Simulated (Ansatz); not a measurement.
Debugging a ladder of methods at one geometry of C3H7BO, SMILES BCC(=C)O (the Python package of Ansatz (0.2.0)).

The script reads `c3h7bo.xyz`:
```text
12

B    -1.71950   -0.02560    0.00190
C    -0.40750   -0.13430    0.79290
C     0.73230    0.14160   -0.12530
C     1.46020   -0.84240   -0.75040
O     1.19810    1.44220   -0.33320
H    -2.55440    0.85870    0.30370
H    -1.96880   -0.68570   -0.92470
H    -0.30800   -1.13670    1.21910
H    -0.39390    0.61150    1.67600
H     2.22280   -0.64190   -1.38000
H     1.05860   -1.88070   -0.60190
H     0.75690    2.23810    0.15580
```

Notebook, run cell by cell (the value of a cell's last expression is shown):

In [1]:
```python
from pathlib import Path

import ansatz as az
import numpy as np
```

In [2]:
```python
system = az.Crystal.molecule_from_extxyz("c3h7bo.xyz")
```

In [3]:
```python
calc = system.calculation().basis(gaussian="def2-SVP").basis(500)
```

In [4]:
```python
print("functional    E (Ha)        dipole (D)   HOMO (eV)  LUMO (eV)")
for name in ["lc_wpbe", "hf", "pbe0", "lda"]:
    rep = calc.functional(name).forces().orbitals().run(threads=1, runs_dir="runs").report
    lines = Path(rep["orbitals_path"]).read_text().splitlines()
    field_of = lambda key: [line.split("=")[1].strip() for line in lines if line.startswith(key)]
    orbitals = [(27.211386 * float(e), s, float(n)) for e, s, n in zip(field_of("Ene="), field_of("Spin="), field_of("Occup="))]
    homo = max(e for e, _, n in orbitals if n > 0.5)
    lumo = min(e for e, _, n in orbitals if n < 0.5)
    dipole = 4.803205 * np.linalg.norm(rep["charge_distribution"]["dipole_moment_e_ang"])
    print(f"{name:10s} {rep['free_energy_ev'] / 27.211386246:14.6f} {dipole:9.3f} {homo:11.3f} {lumo:10.3f}")
```
```text
functional    E (Ha)        dipole (D)   HOMO (eV)  LUMO (eV)
Traceback (most recent call last):
  File "<cell 4>", line 3, in <module>
    rep = calc.functional(name).forces().orbitals().run(threads=1, runs_dir="runs").report
          ~~~~~~~~~~~~~~~~~~~~~~~~~~~~~~~~~~~~~~~~~~~~~^^^^^^^^^^^^^^^^^^^^^^^^^^^^
  ...
ansatz.RefusalError: invalid value for `basis.gaussian`: such a run doesn't read basis.ecutwfc; remove what it names
```

What is wrong, and how is it mended?

The fault: a plane-wave cutoff beside a Gaussian basis. The change:

```diff
--- before
+++ after
@@
 # %%
-calc = system.calculation().basis(gaussian="def2-SVP").basis(500)
+calc = system.calculation().basis(gaussian="def2-SVP")
```

Notebook, run cell by cell (the value of a cell's last expression is shown):

(earlier cells as before)

In [3]:
```python
calc = system.calculation().basis(gaussian="def2-SVP")
```

In [4]:
```python
print("functional    E (Ha)        dipole (D)   HOMO (eV)  LUMO (eV)")
for name in ["lc_wpbe", "hf", "pbe0", "lda"]:
    rep = calc.functional(name).forces().orbitals().run(threads=1, runs_dir="runs").report
    lines = Path(rep["orbitals_path"]).read_text().splitlines()
    field_of = lambda key: [line.split("=")[1].strip() for line in lines if line.startswith(key)]
    orbitals = [(27.211386 * float(e), s, float(n)) for e, s, n in zip(field_of("Ene="), field_of("Spin="), field_of("Occup="))]
    homo = max(e for e, _, n in orbitals if n > 0.5)
    lumo = min(e for e, _, n in orbitals if n < 0.5)
    dipole = 4.803205 * np.linalg.norm(rep["charge_distribution"]["dipole_moment_e_ang"])
    print(f"{name:10s} {rep['free_energy_ev'] / 27.211386246:14.6f} {dipole:9.3f} {homo:11.3f} {lumo:10.3f}")
```
```text
functional    E (Ha)        dipole (D)   HOMO (eV)  LUMO (eV)
lc_wpbe       -218.221586     2.075      -8.834      0.735
hf            -216.984752     2.193      -8.761      2.017
pbe0          -218.101902     1.960      -6.180     -1.637
lda           -216.416838     1.920      -5.128     -2.908
```

Total energies depend on the basis set; only differences at equal settings carry meaning. The geometry is a force-field or estimated start, not a minimum of this method, and the basis set is short of its limit. A lower total doesn't mark the better method: functionals have no common bound, and MP2 and coupled cluster aren't variational. Levels such as HOMO and LUMO are orbital energies: with these approximate functionals they aren't the ionisation energy and electron affinity, and their gap isn't the fundamental gap. Run time: 13 s on 1 thread of Arm Neoverse V2, on a shared host, peak memory 0.28 GiB.
